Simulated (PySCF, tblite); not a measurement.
**C₅H₈F₃ radical: geometry, infrared bands and EPR parameters**

Aim: predict the infrared bands and EPR parameters of C₅H₈F₃ radical (`C[C@H](CF)[C](F)CF`).

Computed with tblite 0.8.0 and PySCF 2.14.0, with density-fitted response routines of our own, on a single molecule in the gas phase. Atoms are numbered from 0 throughout.

### 1 The starting structure

16 atoms, charge 0, multiplicity 2; geometry from: force field or distance geometry start.

Bonds of the start (Å): C0–C1 1.51, C1–C2 1.54, C2–F3 1.35, C1–C4 1.51, C4–F5 1.35, C4–C6 1.49, C6–F7 1.35, C0–H8 1.10, C0–H9 1.10, C0–H10 1.09, C1–H11 1.09, C2–H12 1.10, C2–H13 1.09, C6–H14 1.09, C6–H15 1.10.

### 2 Relaxing the molecule with GFN2-xTB

What the job is given:

```
{"job": {"kind": "relax", "xc": "GFN2-xTB", "basis": "xTB"}, "charge": 0, "multiplicity": 2}
C     -1.574700     0.919100    -0.394900
C     -0.412700    -0.046700    -0.337000
C     -0.801500    -1.326100     0.419200
F      0.207700    -2.215900     0.344100
C      0.772600     0.591900     0.345200
F      0.579100     1.441300     1.370900
C      2.153100     0.166700    -0.020500
F      2.368400     0.296300    -1.351100
H     -1.925400     1.202600     0.607200
H     -2.432200     0.470500    -0.922000
H     -1.307500     1.836400    -0.928200
H     -0.128700    -0.323100    -1.350600
H     -1.693800    -1.787200    -0.032100
H     -1.023000    -1.134300     1.469900
H      2.324100    -0.870900     0.259800
H      2.886800     0.788200     0.508700
```

Launch:

```bash
> OMP_NUM_THREADS=1 python probes_run.py task.json out
```

This one command runs all jobs of the session in turn.

**Question.** This job is followed by: GFN2-xTB harmonic vibrations, gas phase; UKS B3LYP, pcH-1 on C F H, non-relativistic, mean-field spin-orbit, GIAO. Predict these results of the whole session: strongest single infrared mode (GFN2-xTB); zero-point energy (GFN2-xTB); g(iso) (B3LYP); ⟨S²⟩; largest a(iso) (averaged by class); surface potential, 1st and 99th percentile.

The runs gave:

| quantity | value |
| --- | --- |
| strongest single infrared mode (GFN2-xTB) | 968 cm⁻¹, 103 km/mol |
| zero-point energy (GFN2-xTB) | 75.7 kcal/mol |
| g(iso) (B3LYP) | 2.00336 |
| ⟨S²⟩ | 0.754 (exact 0.75) |
| largest a(iso) (averaged by class) | 19F on F7, 211.9 MHz |
| surface potential, 1st and 99th percentile | -1.04 V and 1.08 V |

What this shows: Over 77 steps the energy fell by 0.112 eV; of the close pairs, C6–F7 changed most, 1.354 to 1.386 Å. No mode is imaginary among the 42: a minimum at this level. The strongest single mode, at 968 cm⁻¹, moves mainly C6 and F7. Unscaled tight-binding wavenumbers are off by several per cent, some by more. Its intensities can rank the bands wrongly. C4 carries the largest spin population, 0.90 e. The isotropic g lies 1.0 ppt above the free-electron value.
